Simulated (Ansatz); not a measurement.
# CH3BClF: the cost of one run

Program: the Python package of Ansatz 0.2.0. Level of theory: r2SCAN0/pcseg-2. These are calculated values, not measurements.

## Step 1: Starting point

Bond lengths: C1–B2 1.536 Å, B2–F3 1.414 Å, B2–Cl4 1.796 Å, C1–H5 1.168 Å, C1–H6 1.141 Å, C1–H7 1.115 Å. Angles: C1–B2–F3 118.7°, C1–B2–Cl4 122.5°, F3–B2–Cl4 118.7°, B2–C1–H5 110.2°, B2–C1–H6 112.3°, B2–C1–H7 113.6°, H5–C1–H6 104.8°, H5–C1–H7 107.4°, H6–C1–H7 108.0°.

The script holds or builds the structure itself.

## Step 2: The code

The input, tae_ch3bclf.py:

```python
# -*- coding: utf-8 -*-
"""Atomisation energy of CH3BClF at the given geometry."""

from collections import Counter

import ansatz as az


def single_point(molecule, charge=0, unpaired=0):
    calc = molecule.calculation().basis(gaussian="pcseg-2").functional("R2SCAN0")
    if charge:
        calc = calc.charge(charge)
    if unpaired:
        calc = calc.spin("collinear", total=unpaired)
    return calc.run(threads=1, backend="cpu").report["free_energy_ev"]

GEOMETRY = """
C    -0.04930    0.69450   -0.09340
B     0.15900   -0.80390    0.17260
F     1.14600   -1.19780    1.10580
Cl   -0.75140   -2.07640   -0.70820
H    -0.90560    0.85160   -0.87200
H    -0.39560    1.25560    0.83780
H     0.85800    1.20850   -0.48830
"""

mol = az.Crystal.molecule()
for line in GEOMETRY.strip().splitlines():
    symbol, *xyz = line.split()
    mol = mol.atom(symbol, [float(v) for v in xyz])

# unpaired electrons of the ground-state atoms
unpaired = {"C": 2, "B": 1, "F": 1, "Cl": 1, "H": 1}
counts = Counter(site.symbol for site in mol.cartesian_sites)
atom_energy = {s: single_point(az.Crystal.molecule().atom(s, (0, 0, 0)), 0, unpaired[s]) for s in counts}
whole = single_point(mol, 0, 0)
for s, e in atom_energy.items():
    print(f"{s:2s} x{counts[s]}  {e:14.5f} eV")
print(f"CH3BClF: {whole:.5f} eV")
split = sum(counts[s] * e for s, e in atom_energy.items()) - whole
print(f"atomisation energy (no zero-point term): {split:.3f} eV, {split / sum(counts.values()):.3f} eV an atom")
```

## Step 3: The run

Launch:

```console
$ python tae_ch3bclf.py
```

**Question.** How long does this script take on 1 thread of Arm Neoverse V2, shared host, and how much memory does it need?

About 8.7 s, with a peak of 0.36 GiB.
